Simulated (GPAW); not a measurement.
CsLiCr2Te2S3 in GPAW: the effect of functional

Crystal: CsLiCr2Te2S3.

```xyz
9
Lattice="3.3193 1.9164 6.8798 -3.3193 1.9164 6.8798 0.0000 -3.8328 6.8798" Properties=species:S:1:pos:R:3 pbc="T T T"
Cs    0.0000    0.0000    0.0000
Li    0.0000    0.0000   10.3197
Cr    0.0000    0.0000   16.4802
Cr    0.0000    0.0000    4.1593
Te    0.0000    0.0000   14.0328
Te    0.0000    0.0000    6.6067
S    -2.4147    0.0000   10.3197
S     1.2074   -2.0912   10.3197
S     1.2074    2.0912   10.3197
```

The cell was built by a generator and needn't be a form met in nature.

Alike in all runs:

```yaml
Program: GPAW 26.7.0
Task: band structure
Cutoff: 800 eV
Basis: pw
k_mesh: 4 × 4 × 4
Occupations: fermi-dirac, width 0.05 eV
Spin: collinear spin, ferromagnetic start
Starting_moments: "[0.0, 0.0, 3.0, 3.0, 0.0, 0.0, 0.0, 0.0, 0.0] μB"
```

| functional | potentials or basis | pressure (GPa) | largest force (eV/Å) |
| --- | --- | --- | --- |
| LDA | the program's PAW data sets (release 1.2.1) made for this functional | -3.9 | 0.58 |
| PBE | GPAW PAW data sets (gpaw-data 1.2.1) | 0.2 | 0.11 |
| PBEsol | PAW data sets generated in the run's folder for this functional | ? | ? |

Question: What does the run with functional PBEsol give?

Answer: Pressure -1.9 GPa; largest force 0.26 eV/Å.

Caveats: only a ferromagnetic start was run, and an antiferromagnetic order may lie lower in energy.
